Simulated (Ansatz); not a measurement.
# C2H7CuOS: the cost of one run

Method: the settings change from run to run; program: Ansatz 0.2.0, Gaussian basis.

**1. The relaxed structure**

The structure was relaxed beforehand with PBE0-D4 in a triple-zeta def2 set.

12 atoms, charge 0, spin multiplicity 1.

Atoms are counted from 1 here; the program's logs count them from 0.

Bond lengths: C1–S2 1.800 Å, C1–H6 1.089 Å, C1–H7 1.089 Å, C1–H8 1.091 Å, S2–C3 1.800 Å, S2–Cu4 2.146 Å, C3–H9 1.091 Å, C3–H10 1.089 Å, C3–H11 1.089 Å, Cu4–O5 1.786 Å, O5–H12 0.959 Å. Angles: S2–C1–H6 111.0°, S2–C1–H7 107.0°, S2–C1–H8 109.4°, H6–C1–H7 109.4°, H6–C1–H8 110.5°, H7–C1–H8 109.4°, C1–S2–C3 100.2°, C1–S2–Cu4 107.1°, C3–S2–Cu4 107.1°, S2–C3–H9 109.4°, S2–C3–H10 111.0°, S2–C3–H11 107.0°, H9–C3–H10 110.5°, H9–C3–H11 109.4°, H10–C3–H11 109.4°, S2–Cu4–O5 174.8°, Cu4–O5–H12 112.9°.

**2. BLYP/aug-cc-pVDZ**

This run has D3(BJ) with three-body dispersion.

in.yaml

```yaml
crystal:
  periodic: [false, false, false]
  atoms:
    - {symbol: C, position_ang: [0.816736, 1.158062, 0.967988]}
    - {symbol: S, position_ang: [0.835223, 0.045234, -0.446795]}
    - {symbol: C, position_ang: [-0.470077, 0.778529, -1.446219]}
    - {symbol: Cu, position_ang: [0.115202, -1.857577, 0.236100]}
    - {symbol: O, position_ang: [-0.348343, -3.505940, 0.742408]}
    - {symbol: H, position_ang: [-0.165719, 1.175998, 1.438055]}
    - {symbol: H, position_ang: [1.550852, 0.781608, 1.679197]}
    - {symbol: H, position_ang: [1.104886, 2.159366, 0.645573]}
    - {symbol: H, position_ang: [-0.172554, 1.782520, -1.751310]}
    - {symbol: H, position_ang: [-1.411142, 0.808795, -0.898518]}
    - {symbol: H, position_ang: [-0.585829, 0.151361, -2.329233]}
    - {symbol: H, position_ang: [-1.192237, -3.533054, 1.196754]}
basis:
  gaussian: {orbitals: aug-cc-pVDZ}
hamiltonian: {xc: {name: BLYP}, dispersion: d3bjatm}
output: {forces: true}
```

The run is started by

```sh
> ansatz run in.yaml --threads 4 --pin off --events-out ev --progress --plain --max-ram 11315MiB
```

**Question.** How long does this run take on 4 threads of Arm Neoverse V2, shared host, and how much memory does it need?

About 5 s, with a peak of 0.39 GiB.
